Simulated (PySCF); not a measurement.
# C7H7NS: magnetic properties

What do calculations give for the magnetic properties of C7H7NS (`C=CC#C[C@H](C#N)SC`)?

Computed with PySCF 2.14.0 and routines of our own; the level stands in each step. Atoms count from 0.

### Step 1. The system as given

16 atoms, charge 0, multiplicity 1; geometry from: GFN2-xTB.

### Step 2. Magnetic properties: GIAO PBE0/pcSseg-1

Job settings and geometry (Å):

```
{"job": {"kind": "mag", "xc": "PBE0", "basis": "pcSseg-1", "isotopologues": 0}, "charge": 0, "multiplicity": 1}
C      3.217991     0.248712     0.872173
C      2.442203    -0.706886     0.373337
C      1.227661    -0.442586    -0.290196
C      0.212228    -0.228981    -0.902114
C     -1.063982     0.022650    -1.524515
C     -1.429336     1.412544    -1.419530
N     -1.742916     2.502978    -1.280271
S     -2.412258    -0.988105    -0.725669
C     -2.305671    -0.349218     0.965861
H      2.956022     1.290045     0.785676
H      4.139907     0.016518     1.376122
H      2.707090    -1.753729     0.456421
H     -1.071818    -0.296265    -2.571830
H     -2.578470     0.702818     0.978170
H     -1.295735    -0.494104     1.340501
H     -3.010514    -0.927448     1.554454
```

Method: GIAO PBE0/pcSseg-1 magnetisability, rotational g tensor and spin-rotation constants, non-relativistic, gas phase.

Started as:

```sh
> OMP_NUM_THREADS=1 python excited_run.py task.json out
```

This one command runs all jobs of the session in turn.

The program printed:

```text
coarse grid: 14632 points
cycle   1  E = -723.0614402662  dE =  1.310e+00  |g| = 5.470e-01  |ddm| = 4.109e+00
cycle   2  E = -722.8514916178  dE =  2.099e-01  |g| = 1.118e+00  |ddm| = 1.507e+00
cycle   3  E = -723.1280754636  dE = -2.766e-01  |g| = 1.779e-01  |ddm| = 9.932e-01
cycle   4  E = -723.1348472537  dE = -6.772e-03  |g| = 6.174e-02  |ddm| = 1.964e-01
cycle   5  E = -723.1355109300  dE = -6.637e-04  |g| = 3.205e-02  |ddm| = 7.253e-02
cycle   6  E = -723.1357452585  dE = -2.343e-04  |g| = 7.403e-03  |ddm| = 2.744e-02
cycle   7  E = -723.1357589249  dE = -1.367e-05  |g| = 1.600e-03  |ddm| = 1.063e-02
cycle   8  E = -723.1357595289  dE = -6.040e-07  |g| = 3.488e-04  |ddm| = 2.056e-03
final grid: 138800 points
cycle   9  E = -723.1927404599  dE = -2.983e-05  |g| = 8.090e-03  |ddm| = 5.938e-02
cycle  10  E = -723.1927340599  dE =  6.400e-06  |g| = 9.504e-03  |ddm| = 1.777e-02
cycle  11  E = -723.1927570978  dE = -2.304e-05  |g| = 8.883e-04  |ddm| = 1.056e-02
cycle  12  E = -723.1927572493  dE = -1.515e-07  |g| = 5.187e-04  |ddm| = 1.206e-03
cycle  13  E = -723.1927573084  dE = -5.911e-08  |g| = 1.195e-04  |ddm| = 4.775e-04
cycle  14  E = -723.1927573114  dE = -3.011e-09  |g| = 3.249e-05  |ddm| = 1.133e-04
cycle  15  E = -723.1927573116  dE = -1.887e-10  |g| = 1.647e-05  |ddm| = 3.816e-05
converged SCF energy = -723.1927573116

Magnetisability tensor (1e-30 J/T^2)
    -1446.61        0.14       20.64
        0.14    -1427.42       -5.51
       20.64       -5.51    -1431.78
isotropic -1435.27   principal values   -1461.45  -1428.79  -1415.58
isotropic susceptibility -86.434 1e-6 cm^3/mol

Inertial axes            a          b          c
rot. const./GHz      2.0688     0.7718     0.6599
chi total           -86.479    -85.940    -86.883
chi diamagnetic    -680.866  -1640.752  -1873.996
chi paramagnetic    594.387   1554.812   1787.113
quadrupole/D A        6.919    -11.240      4.321
g nuclear            0.5538     0.5586     0.5470
g electronic        -0.5777    -0.5638    -0.5540
g total             -0.0238    -0.0052    -0.0070

Spin-rotation constants (kHz, H = +C I.J)
atom  isotope        aa         bb         cc
  6    14N        0.432      0.078      0.111
  9     1H       -0.164      0.038     -0.056
 10     1H        0.174     -0.073     -0.072
 11     1H       -0.169      0.032     -0.054
 12     1H       -0.209     -0.081      0.021
 13     1H       -0.204     -0.010     -0.045
 14     1H        0.053     -0.082     -0.066
 15     1H       -0.174     -0.023     -0.054
  0    13C*       0.903      0.273      0.123
  1    13C*       0.818      0.252      0.116
  2    13C*       0.145      0.271      0.232
  3    13C*       0.253      0.229      0.222
  4    13C*       0.321      0.116      0.101
  5    13C*       0.821      0.136      0.205
  7    33S*       0.600      0.182      0.244
  8    13C*       0.297      0.111      0.086
* in the singly substituted isotopologue
```

Wall time 47 s (1 thread of Arm Neoverse V1, shared host); peak memory 0.83 GiB.

In short:

```tsv
quantity	value
magnetisability	-1435·10⁻³⁰ J/T²
molar susceptibility	-86.4·10⁻⁶ cm³/mol
rotational g (a, b, c)	-0.0238, -0.0052, -0.0070
```

### Step 3. Magnetic properties: common gauge origin BLYP/pcSseg-0

Settings changed since step 2:

```diff
@@ -1,2 +1,2 @@
-{"job": {"kind": "mag", "xc": "PBE0", "basis": "pcSseg-1", "isotopologues": 0}, "charge": 0, "multiplicity": 1}
+{"job": {"kind": "mag", "xc": "BLYP", "basis": "pcSseg-0", "gauge": [0, 0, 0]}, "charge": 0, "multiplicity": 1}
 C      3.217991     0.248712     0.872173
```

With the program's defaults for keys left out, this is: common gauge origin BLYP/pcSseg-0 magnetisability, rotational g tensor and spin-rotation constants, non-relativistic, gas phase.

The program printed:

```text
coarse grid: 14632 points
cycle   1  E = -722.4371130845  dE =  9.934e-01  |g| = 5.428e-01  |ddm| = 4.865e+00
cycle   2  E = -722.0491035955  dE =  3.880e-01  |g| = 1.384e+00  |ddm| = 2.977e+00
cycle   3  E = -722.4861705552  dE = -4.371e-01  |g| = 3.400e-01  |ddm| = 1.984e+00
cycle   4  E = -722.5129439037  dE = -2.677e-02  |g| = 8.226e-02  |ddm| = 3.816e-01
cycle   5  E = -722.5138702529  dE = -9.263e-04  |g| = 5.669e-02  |ddm| = 1.525e-01
cycle   6  E = -722.5146160057  dE = -7.458e-04  |g| = 1.825e-02  |ddm| = 7.386e-02
cycle   7  E = -722.5147020079  dE = -8.600e-05  |g| = 3.153e-03  |ddm| = 2.540e-02
cycle   8  E = -722.5147044008  dE = -2.393e-06  |g| = 1.192e-03  |ddm| = 6.504e-03
final grid: 138800 points
cycle   9  E = -722.5178992780  dE = -1.799e-05  |g| = 5.315e-03  |ddm| = 3.632e-02
cycle  10  E = -722.5178853893  dE =  1.389e-05  |g| = 9.194e-03  |ddm| = 1.715e-02
cycle  11  E = -722.5179025039  dE = -1.711e-05  |g| = 4.207e-03  |ddm| = 1.245e-02
cycle  12  E = -722.5179065414  dE = -4.037e-06  |g| = 8.274e-04  |ddm| = 4.709e-03
cycle  13  E = -722.5179067048  dE = -1.634e-07  |g| = 2.121e-04  |ddm| = 1.172e-03
cycle  14  E = -722.5179067159  dE = -1.109e-08  |g| = 8.527e-05  |ddm| = 3.652e-04
cycle  15  E = -722.5179067179  dE = -2.031e-09  |g| = 2.019e-05  |ddm| = 1.302e-04
cycle  16  E = -722.5179067180  dE = -8.140e-11  |g| = 1.060e-05  |ddm| = 3.434e-05
converged SCF energy = -722.5179067180

Magnetisability tensor (1e-30 J/T^2)
    -7322.65      123.04     1906.37
      123.04   -18250.33    -1392.94
     1906.37    -1392.94   -16635.22
isotropic -14069.40   principal values  -19154.05 -16108.62  -6945.53
isotropic susceptibility -847.279 1e-6 cm^3/mol

Inertial axes            a          b          c
rot. const./GHz      2.0688     0.7718     0.6599
chi total          -420.758  -1021.637  -1099.441
chi diamagnetic    -682.089  -1642.719  -1875.709
chi paramagnetic    261.331    621.082    776.267
quadrupole/D A        6.220    -10.673      4.453
g nuclear            0.5538     0.5586     0.5470
g electronic        -0.2540    -0.2252    -0.2407
g total              0.2998     0.3334     0.3064

Spin-rotation constants (kHz, H = +C I.J)
atom  isotope        aa         bb         cc
  6    14N        0.575      0.090      0.159
  9     1H        0.029     -0.154     -0.238
 10     1H        0.083      0.976      0.657
 11     1H        0.064      0.148      0.119
 12     1H       -0.240     -0.114     -0.311
 13     1H       -0.907      0.094     -0.350
 14     1H       -0.145     -0.729     -0.603
 15     1H        0.639      0.149      0.217
  0    13C*       0.813      0.335      0.123
  1    13C*       0.711      0.188      0.072
  2    13C*       0.073      0.113      0.113
  3    13C*       0.149      0.016      0.016
  4    13C*      -0.030     -0.043     -0.112
  5    13C*       0.550      0.062      0.091
  7    33S*       0.668      0.224      0.290
  8    13C*       0.140      0.019      0.006
* in the singly substituted isotopologue
```

It took 14 s on 1 thread of Arm Neoverse V1, shared host; peak memory 0.46 GiB.

The run ended normally, but its values are not to be used for the molecule: a common gauge origin replaces GIAOs, so the magnetic properties depend on where the origin lies.

### Step 4. What came out

```
                                           quantity                               value
       magnetisability (step 2, GIAO PBE0/pcSseg-1)                    -1435·10⁻³⁰ J/T²
  molar susceptibility (step 2, GIAO PBE0/pcSseg-1)                  -86.4·10⁻⁶ cm³/mol
rotational g (a, b, c) (step 2, GIAO PBE0/pcSseg-1)           -0.0238, -0.0052, -0.0070
                                               runs  0 failed, 1 ended on unsound input
```

**Reading.** The values above hold for this geometry and these levels alone. Vibrational averaging and real surroundings are missing from these values.
